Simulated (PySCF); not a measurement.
# C4H4FNO2S: excited-state relaxation

What do calculations give for the excited-state relaxation of C4H4FNO2S (`NC1=C(F)S(=O)(=O)C=C1`)?

Computed with PySCF 2.14.0 and routines of our own; the level stands in each step. Atoms count from 0.

## 1. The starting structure

13 atoms, charge 0, multiplicity 1; geometry from: GFN2-xTB.

## 2. Relaxing the molecule at PBE/def2-SV(P)

What the job is given:

```
{"job": {"xc": "PBE", "basis": "def2-SV(P)", "grid": 1, "kind": "geom"}, "charge": 0, "multiplicity": 1}
N      2.207033     0.072661     0.056877
C      0.842534    -0.017664     0.019595
C      0.097295    -1.088760    -0.291156
F      0.540914    -2.326560    -0.555819
S     -1.658052    -0.674091    -0.284404
O     -2.339503    -1.334482     0.789888
O     -2.232243    -0.749399    -1.594610
C     -1.288061     1.033749     0.151317
C      0.023665     1.177425     0.255758
H      2.608035     0.822806     0.594221
H      2.718173    -0.794848     0.060446
H     -2.048827     1.775971     0.282598
H      0.524648     2.103679     0.497561
```

Launch:

```bash
$ OMP_NUM_THREADS=1 python excited_run.py task.json out
```

The driver reads the jobs from task.json and runs them one after another.

Standard output:

```text
step   0  E = -856.78133758  max force = 0.055792
step   1  E = -856.78968933  max force = 0.004814
step   2  E = -856.78976428  max force = 0.002726
step   3  E = -856.78978224  max force = 0.001667
step   4  E = -856.78979052  max force = 0.001358
step   5  E = -856.78980068  max force = 0.000897
step   6  E = -856.78981763  max force = 0.001054
step   7  E = -856.78981812  max force = 0.000447
optimisation converged
```

Run time: 68 s. Hardware: 1 thread of Arm Neoverse V2, shared host; peak memory 0.56 GiB.

Step by step:

| step | energy from step 0 (eV) | largest force component (eV/Å) |
| --- | --- | --- |
| 0 | 0.0000 | 2.8689 |
| 1 | -0.2273 | 0.2475 |
| 2 | -0.2293 | 0.1402 |
| 3 | -0.2298 | 0.0857 |
| 4 | -0.2300 | 0.0698 |
| 5 | -0.2303 | 0.0461 |
| 6 | -0.2308 | 0.0542 |
| 7 | -0.2308 | 0.0230 |

Close pairs (by a distance rule), those that changed most:

| bond | before (Å) | after (Å) | change (Å) |
| --- | --- | --- | --- |
| S4–O6 | 1.432 | 1.479 | +0.046 |
| S4–O5 | 1.433 | 1.479 | +0.045 |
| C7–H11 | 1.071 | 1.099 | +0.028 |
| C7–C8 | 1.324 | 1.348 | +0.025 |
| C8–H12 | 1.080 | 1.103 | +0.023 |
| C1–C2 | 1.341 | 1.362 | +0.020 |
| N0–H9 | 1.006 | 1.024 | +0.018 |
| C1–C8 | 1.468 | 1.485 | +0.017 |

The final coordinates are the input of the step that follows.

| at the end point | value |
| --- | --- |
| point group (found at 0.08 Å tolerance) | C1 |
| rotational constants (GHz, main isotopes) | 2.303, 1.289, 0.999 |
| dipole moment (D) | 6.36 |

## 3. Excited-state relaxation: TDA PBE/def2-SV(P)

What the job is given:

```
{"job": {"kind": "xopt", "state": "S1", "method": "TDA", "freq": false, "xc": "PBE", "basis": "def2-SV(P)", "grid": 1}, "charge": 0, "multiplicity": 1}
N      2.223368     0.089916     0.007480
C      0.844192     0.060787    -0.029827
C      0.048236    -0.988569    -0.374935
F      0.427502    -2.232653    -0.682455
S     -1.705064    -0.530287    -0.361531
O     -2.410914    -1.226801     0.735476
O     -2.270645    -0.535963    -1.727697
C     -1.287800     1.155496     0.129410
C      0.049461     1.284773     0.244894
H      2.651638     0.752729     0.659714
H      2.696928    -0.817139    -0.029615
H     -2.087747     1.896994     0.265793
H      0.555035     2.228168     0.511889
```

With the program's defaults for keys left out, this is: TDA PBE/def2-SV(P) excited-state geometry optimisation, gas phase.

Standard output:

```text
final grid: 57704 points
cycle   1  E = -856.4238540905  dE =  1.961e+00  |g| = 1.357e+00  |ddm| = 4.656e+00
cycle   2  E = -852.1752352670  dE =  4.249e+00  |g| = 4.385e+00  |ddm| = 6.089e+00
cycle   3  E = -856.6414246706  dE = -4.466e+00  |g| = 7.084e-01  |ddm| = 5.267e+00
cycle   4  E = -856.7286507787  dE = -8.723e-02  |g| = 4.653e-01  |ddm| = 1.494e+00
cycle   5  E = -856.7616006375  dE = -3.295e-02  |g| = 3.201e-01  |ddm| = 8.416e-01
cycle   6  E = -856.7890836033  dE = -2.748e-02  |g| = 5.186e-02  |ddm| = 4.342e-01
cycle   7  E = -856.7894291675  dE = -3.456e-04  |g| = 3.704e-02  |ddm| = 8.852e-02
cycle   8  E = -856.7897909600  dE = -3.618e-04  |g| = 1.012e-02  |ddm| = 4.871e-02
cycle   9  E = -856.7898157115  dE = -2.475e-05  |g| = 3.206e-03  |ddm| = 1.516e-02
cycle  10  E = -856.7898175309  dE = -1.819e-06  |g| = 1.680e-03  |ddm| = 5.306e-03
cycle  11  E = -856.7898179587  dE = -4.278e-07  |g| = 8.850e-04  |ddm| = 2.412e-03
cycle  12  E = -856.7898180983  dE = -1.396e-07  |g| = 3.296e-04  |ddm| = 1.089e-03
cycle  13  E = -856.7898181217  dE = -2.341e-08  |g| = 1.230e-04  |ddm| = 5.338e-04
cycle  14  E = -856.7898181256  dE = -3.853e-09  |g| = 9.549e-06  |ddm| = 1.512e-04
cycle  15  E = -856.7898181256  dE = -1.342e-11  |g| = 6.698e-06  |ddm| = 1.818e-05
converged SCF energy = -856.7898181256

vertical S1 at the ground-state geometry: 3.1949 eV
step    E(state)/Eh    max force   excitation/eV  root
  0    -856.67593097   0.068578     3.0590      1
  1    -856.68984517   0.018497     2.2573      1
  2    -856.69116291   0.011367     2.1902      1
  3    -856.69145171   0.002947     2.2408      1
  4    -856.69155692   0.002233     2.1987      1
  5    -856.69161641   0.001634     2.1981      1
  6    -856.69167886   0.001564     2.2065      1
  7    -856.69177029   0.002840     2.2021      1
  8    -856.69197534   0.006057     2.1657      1
  9    -856.69191768   0.011978     1.9638      1
 10    -856.69304771   0.007343     2.0129      1
 11    -856.69479545   0.009852     1.7173      1
 12    -856.69365133   0.019732     1.1187      1
 13    -856.69534523   0.014145     1.4766      1
 14    -856.69574095   0.005634     1.5912      1
 15    -856.69588391   0.000653     1.5467      1
 16    -856.69590088   0.000764     1.5340      1
 17    -856.69591811   0.000496     1.5225      1
 18    -856.69594371   0.000827     1.5036      1
 19    -856.69596041   0.000760     1.4976      1
 20    -856.69597607   0.000578     1.4954      1
 21    -856.69598064   0.000337     1.4934      1
optimisation converged
vertical emission 1.4934 eV, adiabatic 2.5534 eV, Stokes shift 1.7015 eV, reorganisation 0.6414 (excited) and 1.0601 eV (ground)
in cyclohexane: absorption 3.1427 eV (f = 0.0385, root 1), emission 1.4443 eV (f = 0.0071, root 1)
in water: absorption 3.1243 eV (f = 0.0391, root 1), emission 1.4033 eV (f = 0.0101, root 1)
```

Wall time 5.4 min (1 thread of Arm Neoverse V2, shared host); peak memory 0.68 GiB.

In short:

| quantity | value |
| --- | --- |
| vertical absorption, S1 | 3.19 eV |
| adiabatic energy, S1 | 2.55 eV |
| vertical emission, S1 | 1.49 eV |
| Stokes shift, S1 | 1.70 eV |
| geometry moved (RMSD), S1 | 0.278 Å |

Bonds of the start that changed most:

| bond | start (Å) | end (Å) |
| --- | --- | --- |
| C7–C8 | 1.348 | 1.426 |
| S4–C7 | 1.805 | 1.735 |
| N0–C1 | 1.380 | 1.337 |
| C1–C2 | 1.361 | 1.397 |
| C8–C1 | 1.485 | 1.513 |
| C8–H12 | 1.103 | 1.114 |

## 4. Excited-state relaxation: UKS PBE/def2-SV(P)

The job, as its differences from that of step 3:

```diff
@@ -1,2 +1,2 @@
-{"job": {"kind": "xopt", "state": "S1", "method": "TDA", "freq": false, "xc": "PBE", "basis": "def2-SV(P)", "grid": 1}, "charge": 0, "multiplicity": 1}
+{"job": {"kind": "xopt", "state": "T1", "method": "UKS", "freq": false, "xc": "PBE", "basis": "def2-SV(P)", "grid": 1}, "charge": 0, "multiplicity": 1}
 N      2.223368     0.089916     0.007480
```

Method: UKS PBE/def2-SV(P) excited-state geometry optimisation, gas phase.

Standard output:

```text
final grid: 57704 points
cycle   1  E = -856.4238540905  dE =  1.961e+00  |g| = 1.357e+00  |ddm| = 4.656e+00
cycle   2  E = -852.1752352670  dE =  4.249e+00  |g| = 4.385e+00  |ddm| = 6.089e+00
cycle   3  E = -856.6414246706  dE = -4.466e+00  |g| = 7.084e-01  |ddm| = 5.267e+00
cycle   4  E = -856.7286507787  dE = -8.723e-02  |g| = 4.653e-01  |ddm| = 1.494e+00
cycle   5  E = -856.7616006375  dE = -3.295e-02  |g| = 3.201e-01  |ddm| = 8.416e-01
cycle   6  E = -856.7890836033  dE = -2.748e-02  |g| = 5.186e-02  |ddm| = 4.342e-01
cycle   7  E = -856.7894291675  dE = -3.456e-04  |g| = 3.704e-02  |ddm| = 8.852e-02
cycle   8  E = -856.7897909600  dE = -3.618e-04  |g| = 1.012e-02  |ddm| = 4.871e-02
cycle   9  E = -856.7898157115  dE = -2.475e-05  |g| = 3.206e-03  |ddm| = 1.516e-02
cycle  10  E = -856.7898175309  dE = -1.819e-06  |g| = 1.680e-03  |ddm| = 5.306e-03
cycle  11  E = -856.7898179587  dE = -4.278e-07  |g| = 8.850e-04  |ddm| = 2.412e-03
cycle  12  E = -856.7898180983  dE = -1.396e-07  |g| = 3.296e-04  |ddm| = 1.089e-03
cycle  13  E = -856.7898181217  dE = -2.341e-08  |g| = 1.230e-04  |ddm| = 5.338e-04
cycle  14  E = -856.7898181256  dE = -3.853e-09  |g| = 9.549e-06  |ddm| = 1.512e-04
cycle  15  E = -856.7898181256  dE = -1.342e-11  |g| = 6.698e-06  |ddm| = 1.818e-05
converged SCF energy = -856.7898181256

vertical T1 at the ground-state geometry: 2.2294 eV
step    E(state)/Eh    max force   <S^2>
  0    -856.71175235   0.091556    2.0043
  1    -856.72836811   0.018553    2.0048
  2    -856.72916445   0.007909    2.0048
  3    -856.72937342   0.004064    2.0048
  4    -856.72951573   0.001377    2.0048
  5    -856.72955301   0.000996    2.0048
  6    -856.72959803   0.000720    2.0048
  7    -856.72961648   0.000973    2.0048
  8    -856.72963878   0.000627    2.0048
  9    -856.72965894   0.000678    2.0048
 10    -856.72967277   0.000719    2.0048
 11    -856.72968652   0.000635    2.0048
 12    -856.72970883   0.000590    2.0048
 13    -856.72972071   0.000790    2.0048
 14    -856.72971719   0.001383    2.0049
 15    -856.72973962   0.000748    2.0049
 16    -856.72974747   0.000501    2.0049
 17    -856.72973664   0.000925    2.0049
 18    -856.72976399   0.000775    2.0049
 19    -856.72976680   0.000530    2.0049
 20    -856.72975618   0.000293    2.0049
 21    -856.72976527   0.000407    2.0049
optimisation converged
vertical emission 1.0532 eV, adiabatic 1.6341 eV, Stokes shift 1.1762 eV, reorganisation 0.5953 (excited) and 0.5809 eV (ground)
```

It took 4.3 min on 1 thread of Arm Neoverse V2, shared host; peak memory 0.61 GiB.

Key values:

| quantity | value |
| --- | --- |
| vertical gap at the ground-state geometry, T1 | 2.23 eV |
| adiabatic energy, T1 | 1.63 eV |
| vertical gap at the relaxed geometry, T1 | 1.05 eV |
| difference of the two gaps, T1 | 1.18 eV |
| geometry moved (RMSD), T1 | 0.253 Å |

Bonds of the start that changed most:

| bond | start (Å) | end (Å) |
| --- | --- | --- |
| C1–C2 | 1.361 | 1.461 |
| C8–C1 | 1.485 | 1.399 |
| C7–C8 | 1.348 | 1.430 |
| S4–C7 | 1.805 | 1.758 |
| N0–C1 | 1.380 | 1.364 |
| C2–S4 | 1.812 | 1.800 |

## 5. What came out

| quantity | value |
| --- | --- |
| point group | C1 |
| rotational constants (main isotopes) | 2.30, 1.29, 1.00 GHz |
| vertical absorption, S1 (step 3, TDA PBE/def2-SV(P)) | 3.19 eV |
| adiabatic energy, S1 (step 3, TDA PBE/def2-SV(P)) | 2.55 eV |
| vertical emission, S1 (step 3, TDA PBE/def2-SV(P)) | 1.49 eV |
| Stokes shift, S1 (step 3, TDA PBE/def2-SV(P)) | 1.70 eV |
| vertical gap at the ground-state geometry, T1 (step 4, UKS PBE/def2-SV(P)) | 2.23 eV |
| adiabatic energy, T1 (step 4, UKS PBE/def2-SV(P)) | 1.63 eV |
| vertical gap at the relaxed geometry, T1 (step 4, UKS PBE/def2-SV(P)) | 1.05 eV |
| difference of the two gaps, T1 (step 4, UKS PBE/def2-SV(P)) | 1.18 eV |

**Reading.** The optimisation took 7 steps and gained 0.231 eV; among the close pairs (by a distance rule), S4–O6 changed most, from 1.432 to 1.479 Å. In steps 3, 4 the harmonic model is doubtful. Where no frequencies were run, the relaxed excited state may be a saddle. In step 3 (excited-state relaxation), among the bonds C7–C8 changes most, from 1.348 to 1.426 Å. The atoms move far more than that, so angles or torsions carry the main change. In step 4 (excited-state relaxation), among the bonds C1–C2 changes most, from 1.361 to 1.461 Å. The atoms move far more than that, so angles or torsions carry the main change. ΔSCF (UKS) and response values aren't on one footing and may follow different states, so their differences aren't method errors alone, and singlets and triplets from the two don't rank.
